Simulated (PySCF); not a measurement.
Molecule: FGaBrH, in a box.

```
CELL_PARAMETERS angstrom
13.00000 0.00000 0.00000
0.00000 12.00000 0.00000
0.00000 0.00000 11.00000
ATOMIC_POSITIONS crystal
F 0.37490 0.45380 0.51352
Ga 0.50412 0.50777 0.49329
Br 0.62376 0.38953 0.56682
H 0.52267 0.62015 0.44029
```

The cell isn't the ideal one: atoms moved at random, drawn with an rms of 0.05 Å.

Program: PySCF 2.14.0. Alike in all runs: task atomic charges; potentials or basis pob-tzvp-rev2 (all-electron); no spin polarisation; cell atoms moved at random, drawn with an rms of 0.05 Å; k mesh 1 × 1 × 1; smearing fixed.

Q: Order these runs on this cell by their band gap on the k mesh, lowest first.
A. level SCAN+D3(BJ); three-body dispersion term no
B. level MN15-L+D3; three-body dispersion term no
C. level B3LYP; exxdiv ewald
D. level r2SCAN50+D3(BJ); three-body dispersion term no; exxdiv ewald

A: A (5.81 eV), B (6.19 eV), C (6.92 eV), D (9.88 eV).

Caveats: this is a molecule in a periodic box at the Γ point, so its band gap is the HOMO-LUMO gap; relativity is left out, which matters for the heavier elements; the basis of atomic orbitals isn't converged, which shifts pressures, moduli and gaps.

Runs at the PBE level aren't shown here.
